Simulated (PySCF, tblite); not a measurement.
**1-ethylindane: geometry, infrared bands, NMR shifts, spin-spin couplings and electronic excitations**

What infrared bands, NMR shifts, spin-spin couplings and electronic excitations should 1-ethylindane (`CC[C@@H]1CCc2ccccc21`) show?

Computed with tblite 0.8.0 and PySCF 2.14.0, with density-fitted response routines of our own, on a single molecule in the gas phase. Atoms count from 0, in the outputs and in this text.

## Step 1: Starting geometry

25 atoms, charge 0, multiplicity 1; geometry from: force field or distance geometry start.

Bonds of the start (Å): C0–C1 1.54, C1–C2 1.53, C2–C3 1.54, C3–C4 1.54, C4–C5 1.50, C5–C6 1.38, C6–C7 1.40, C7–C8 1.39, C8–C9 1.39, C9–C10 1.39, C10–C2 1.52, C10–C5 1.40, C0–H11 1.10, C0–H12 1.09, C0–H13 1.09, C1–H14 1.11, C1–H15 1.08, C2–H16 1.10, C3–H17 1.10, C3–H18 1.08, C4–H19 1.09, C4–H20 1.09, C6–H21 1.08, C7–H22 1.09, C8–H23 1.09, C9–H24 1.09.

## Step 2: Relaxing the molecule with GFN2-xTB

The job: settings as JSON, then the geometry in Å.

```
{"job": {"kind": "relax", "xc": "GFN2-xTB", "basis": "xTB"}, "charge": 0, "multiplicity": 1}
C      3.215700     0.833800     0.387300
C      1.730000     1.161100     0.162600
C      0.829500    -0.034000     0.490200
C      1.064000    -1.244100    -0.436000
C     -0.256000    -2.034600    -0.464300
C     -1.253600    -0.927100    -0.311200
C     -2.604500    -0.957500    -0.590400
C     -3.357800     0.186000    -0.321300
C     -2.759500     1.324000     0.219100
C     -1.401900     1.346500     0.511700
C     -0.647700     0.214700     0.230800
H      3.384700     0.495300     1.415000
H      3.810500     1.731100     0.223400
H      3.556800     0.057600    -0.301600
H      1.466200     2.014800     0.815200
H      1.584100     1.492200    -0.849900
H      0.939400    -0.325300     1.540200
H      1.892700    -1.880500    -0.076900
H      1.315600    -0.915600    -1.438600
H     -0.366300    -2.563800    -1.413500
H     -0.333200    -2.727700     0.370000
H     -3.071800    -1.848400    -0.994900
H     -4.423900     0.189400    -0.525800
H     -3.378400     2.198400     0.421800
H     -0.945800     2.237900     0.946200
```

Run with:

```bash
$ OMP_NUM_THREADS=2 python probes_run.py task.json out
```

One launch serves the whole session: the jobs run in the order shown.

**Question.** This job is followed by: GFN2-xTB harmonic vibrations, gas phase; PBE0-D3(BJ)/def2-SVP geometry optimisation, gas phase; GIAO PBE0/pcSseg-1 NMR shielding, non-relativistic, gas phase; B3LYP/pcJ-1 indirect spin-spin coupling, non-relativistic, gas phase; TDDFT wB97X-D/def2-SVPD, vertical, gas phase, core orbitals frozen in the response; GIAO B3LYP/pcSseg-1 NMR shielding, non-relativistic, gas phase. Predict these results of the whole session: strongest single infrared mode (GFN2-xTB); zero-point energy (GFN2-xTB); point group; rotational constants (main isotopes); 13C shifts against TMS (PBE0/pcSseg-1); 1H shifts against TMS (PBE0/pcSseg-1, means over atoms taken as alike); potential on the surface of density 0.002 e/bohr³, 1st and 99th percentile; largest coupling of the table (B3LYP/pcJ-1); lowest singlet (wB97X-D/def2-SVPD); brightest single state of those computed; lowest triplet; range of the shift of C2.

As calculated:

```
                                                                  quantity                                                                       value
                                 strongest single infrared mode (GFN2-xTB)                                                       3081 cm⁻¹, 102 km/mol
                                              zero-point energy (GFN2-xTB)                                                              136.1 kcal/mol
                                                               point group                                                                          C1
                                      rotational constants (main isotopes)                                                        2.20, 0.80, 0.61 GHz
                                    13C shifts against TMS (PBE0/pcSseg-1)  152.4, 149.3, 132.0, 131.8, 129.7, 128.0, 48.6, 35.8, 34.5, 29.9, 14.3 ppm
    1H shifts against TMS (PBE0/pcSseg-1, means over atoms taken as alike)  7.34, 7.29, 7.29, 7.28, 2.85, 2.82, 2.77, 2.15, 2.11, 1.30, 1.10, 1.02 ppm
potential on the surface of density 0.002 e/bohr³, 1st and 99th percentile                                                          -0.89 V and 0.72 V
                               largest coupling of the table (B3LYP/pcJ-1)                                                    1J(C,H) C8–H23, 165.5 Hz
                                        lowest singlet (wB97X-D/def2-SVPD)                                                 5.30 eV (234 nm), f = 0.020
                                  brightest single state of those computed                                                 state 4, 6.85 eV, f = 0.705
                                                            lowest triplet                                                                     4.13 eV
                                                  range of the shift of C2                                                            48.6 to 50.3 ppm
```

In words: The optimisation took 64 steps and gained 0.076 eV; among the close pairs (by a distance rule), C1–H15 changed most, from 1.075 to 1.093 Å (GFN2-xTB). No mode is imaginary among the 69: a minimum at this level. The strongest single mode, at 3081 cm⁻¹, is spread over several atoms, H24, H22, H21 among them. GFN2-xTB is a fitted tight-binding method: band positions and strengths are rough. Its intensities can rank the bands wrongly. The start of the PBE0/def2-SVP relaxation was shaken at random by about 0.01 Å, so part of the energy gained, and of the first lengths quoted, undoes that. Over 8 steps the energy fell by 0.258 eV; of the close pairs, C0–H13 changed most, 1.053 to 1.101 Å (PBE0/def2-SVP). NICS(1)zz of -27 ppm above the planar ring from C5 marks a diatropic (aromatic) ring current. In the run at B3LYP/pcJ-1, the largest coupling of the table is C8–H23, 165.5 Hz, of which the Fermi-contact term gives 164.3 Hz. Couplings across rotatable bonds belong to this one conformer; where others are populated, the observed values are averages. The lowest singlet, at 5.30 eV, is HOMO→LUMO 0.65, HOMO−1→LUMO+1 0.33 and is weak; of the 10 states computed, the strongest absorption comes from state 4 at 6.85 eV. The lowest triplet lies 1.17 eV below the lowest singlet (triplets in Tamm-Dancoff, singlets in full TDDFT). In ppm, C2 moves most: its shift spreads over 1.7 ppm, from 48.6 (PBE0/pcSseg-1) to 50.3 (B3LYP/pcSseg-1). These values are for one conformer; the search (at its own cheap level) found 1 more, at 1.17 kcal/mol, and measured spectra average over such forms.
